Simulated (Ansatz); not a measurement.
# C2H6BNOSi: one species, many methods

Aim: compute C2H6BNOSi with functionals from several rungs and with coupled cluster, and see how far each lands from CCSD(T) at the basis-set limit for the atomisation energy.

The runs use Ansatz 0.2.0, Gaussian basis; functionals in def2-TZVPP, the program's frozen cores in correlated methods.

Plan: PBE-D4, r2SCAN-D4, PBE0-D4, B3LYP-D4, ωB97X-V, ωB97M-V, B2PLYP; CCSD(T)/def2-TZVPP; MP2/def2-QZVPP; extrapolation to the limit.

## 1. The relaxed structure

All runs share one geometry, relaxed beforehand with PBE0-D4 in a triple-zeta def2 set.

SMILES `N=C1CB1[SiH2]O`, 12 atoms, charge 0, spin multiplicity 1.

Atoms are counted from 1 here; the program's logs count them from 0.

Bond lengths: N1–C2 1.262 Å, N1–H7 1.026 Å, C2–C3 1.483 Å, C2–B4 1.519 Å, C3–B4 1.576 Å, C3–H8 1.092 Å, C3–H9 1.091 Å, B4–Si5 1.986 Å, Si5–O6 1.653 Å, Si5–H10 1.495 Å, Si5–H11 1.483 Å, O6–H12 0.958 Å. Angles: C2–N1–H7 110.6°, N1–C2–C3 145.5°, N1–C2–B4 151.2°, C3–C2–B4 63.3°, C2–C3–B4 59.5°, C2–C3–H8 119.1°, C2–C3–H9 118.9°, B4–C3–H8 117.6°, B4–C3–H9 120.2°, H8–C3–H9 112.2°, C2–B4–C3 57.2°, C2–B4–Si5 153.4°, C3–B4–Si5 149.3°, B4–Si5–O6 114.8°, B4–Si5–H10 105.2°, B4–Si5–H11 111.3°, O6–Si5–H10 111.6°, O6–Si5–H11 105.2° and more.

## 2. PBE-D4 (GGA)

Input file in.yaml:

```yaml
crystal:
  periodic: [false, false, false]
  atoms:
    - {symbol: N, position_ang: [1.207822, -2.579927, 0.016654]}
    - {symbol: C, position_ang: [0.627939, -1.498147, 0.311801]}
    - {symbol: C, position_ang: [0.073089, -0.669601, 1.409541]}
    - {symbol: B, position_ang: [0.053880, -0.146685, -0.076763]}
    - {symbol: Si, position_ang: [-0.384434, 1.289124, -1.376234]}
    - {symbol: O, position_ang: [-1.398120, 2.460841, -0.799703]}
    - {symbol: H, position_ang: [1.350641, -3.153387, 0.855094]}
    - {symbol: H, position_ang: [-0.880953, -0.953645, 1.859019]}
    - {symbol: H, position_ang: [0.758159, -0.231678, 2.137521]}
    - {symbol: H, position_ang: [0.933888, 1.858974, -1.791350]}
    - {symbol: H, position_ang: [-1.065105, 0.740901, -2.574026]}
    - {symbol: H, position_ang: [-1.199806, 2.828031, 0.062348]}
basis:
  gaussian: {orbitals: def2-TZVPP}
hamiltonian: {xc: pbe, dispersion: d4}
output: {forces: true, orbitals: {seedname: orbitals}}
```

The run is started by

```
> ansatz run in.yaml --threads 4 --pin off --events-out ev --progress --plain --max-ram 10444MiB
```

The runs that follow: r2SCAN-D4 (meta-GGA); PBE0-D4 (hybrid); B3LYP-D4 (hybrid); ωB97X-V (range-separated); ωB97M-V (range-separated); B2PLYP (double hybrid); CCSD(T) in def2-TZVPP; MP2 in def2-QZVPP.

**Question.** What will the summary of the whole plan be? Wanted: atomisation energy, CCSD(T)/CBS; farthest; mean size of error, hybrid; mean size of error, range-separated; gap, smallest and largest; T1 diagnostic; triples share of the correlation energy.

The runs gave:

| quantity | value |
| --- | --- |
| atomisation energy, CCSD(T)/CBS | 47.101 eV |
| functionals within 0.236 eV (0.5 %) | none; nearest B2PLYP (-0.289 eV) |
| farthest | PBE-D4 (+1.643 eV) |
| mean size of error, hybrid | 0.378 eV |
| mean size of error, range-separated | 0.373 eV |
| gap, smallest and largest | 1.57 eV (PBE-D4), 8.38 eV (ωB97X-V) |
| T1 diagnostic | 0.0136 |
| triples share of the correlation energy | 4.2 % |

**Reading.** PBE-D4 misses by +1.643 eV. Double hybrids carry the basis error of their MP2 part in triple zeta, and no dispersion term here, so their miss is partly the set-up's. The reference freezes the cores and leaves out relativity and excitations past (T), so misses under about 0.236 eV can't be ranked. Hartree-Fock recovers 70 % of the binding; the rest is correlation. Orbital gaps span 1.6 to 8.4 eV; exact exchange widens them. The restricted reference is unstable towards a spin-broken one.
